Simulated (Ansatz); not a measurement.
# H₇N₂OSi₂ radical: one species, many methods

An exercise on one series of results from a longer session: the logs are not shown, and one member is left open.

Computed with Ansatz 0.2.0, Gaussian basis. Level: functionals in def2-TZVPP, the program's frozen cores in correlated methods.

The runs, in order: PBE-D4, r2SCAN-D4, PBE0-D4, B3LYP-D4, ωB97X-V, ωB97M-V, B2PLYP; CCSD(T)/def2-TZVPP; MP2/def2-QZVPP; extrapolation to the limit.

## The geometry

All runs share one geometry, relaxed beforehand with PBE0-D4 in a triple-zeta def2 set.

12 atoms, charge 0, spin multiplicity 2.

Atoms are counted from 1 here; the program's logs count them from 0.

Bond lengths: N1–Si2 1.723 Å, N1–H6 1.010 Å, N1–H7 1.009 Å, Si2–O3 1.643 Å, Si2–H8 1.499 Å, O3–Si4 1.637 Å, Si4–N5 1.718 Å, Si4–H9 1.483 Å, Si4–H10 1.484 Å, N5–H11 1.007 Å, N5–H12 1.007 Å. Angles: Si2–N1–H6 117.3°, Si2–N1–H7 119.4°, H6–N1–H7 111.6°, N1–Si2–O3 107.9°, N1–Si2–H8 106.9°, O3–Si2–H8 109.7°, Si2–O3–Si4 138.3°, O3–Si4–N5 112.2°, O3–Si4–H9 105.4°, O3–Si4–H10 110.0°, N5–Si4–H9 111.3°, N5–Si4–H10 106.4°, H9–Si4–H10 111.7°, Si4–N5–H11 119.5°, Si4–N5–H12 121.4°, H11–N5–H12 111.4°.

The first run:

Contents of in.yaml:

```yaml
crystal:
  periodic: [false, false, false]
  atoms:
    - {symbol: N, position_ang: [1.247858, -1.479795, 0.318658]}
    - {symbol: Si, position_ang: [1.402625, -0.109063, 1.351586]}
    - {symbol: O, position_ang: [0.451130, 1.087558, 0.749243]}
    - {symbol: Si, position_ang: [-0.696806, 1.274140, -0.402182]}
    - {symbol: N, position_ang: [-1.651527, -0.140243, -0.601163]}
    - {symbol: H, position_ang: [0.311968, -1.791201, 0.099236]}
    - {symbol: H, position_ang: [1.881713, -2.256543, 0.428610]}
    - {symbol: H, position_ang: [2.839937, 0.314567, 1.299705]}
    - {symbol: H, position_ang: [-1.522236, 2.421791, 0.045850]}
    - {symbol: H, position_ang: [-0.059188, 1.537480, -1.715977]}
    - {symbol: H, position_ang: [-1.714059, -0.572609, -1.507954]}
    - {symbol: H, position_ang: [-2.491416, -0.286082, -0.065612]}
basis:
  gaussian: {orbitals: def2-TZVPP}
magnetization: {spin_polarized: true, initial_magnetization: 1}
hamiltonian: {xc: pbe, dispersion: d4}
output: {forces: true, orbitals: {seedname: orbitals}}
```

Run with:

```sh
$ ansatz run in.yaml --threads 2 --pin off --events-out ev --progress --plain --max-ram 22528MiB --backend cuda --devices 0, --max-vram 18GiB
```

Steps of the session up to this table: PBE-D4 (GGA); r2SCAN-D4 (meta-GGA); PBE0-D4 (hybrid); B3LYP-D4 (hybrid); ωB97X-V (range-separated); ωB97M-V (range-separated); B2PLYP (double hybrid); CCSD(T) in def2-TZVPP; MP2 in def2-QZVPP.

One of the session's tables, all rows but one given; the rest of the session is left out.

```
            method  atomisation energy (eV)
            PBE-D4                   43.650
         r2SCAN-D4                   43.192
           PBE0-D4                   42.854
          B3LYP-D4                   43.440
           ωB97X-V                        ?
           ωB97M-V                   43.429
            B2PLYP                   42.808
     HF/def2-TZVPP                   30.409
    MP2/def2-TZVPP                   42.462
   CCSD/def2-TZVPP                   41.276
CCSD(T)/def2-TZVPP                   41.874
           MP2/CBS                   43.954
       CCSD(T)/CBS                   43.366
```

**Question.** Estimate the row for ωB97X-V.

The run gave: atomisation energy (eV): 43.548. In the column «atomisation energy (eV)» it lies between B3LYP-D4 (43.440) and PBE-D4 (43.650).

Limits of these values: Free atoms (2 N, 2 Si, 1 O, 7 H) were run apart at each level; the atomisation energy is their sum less the molecule, without zero-point or spin-orbit terms.
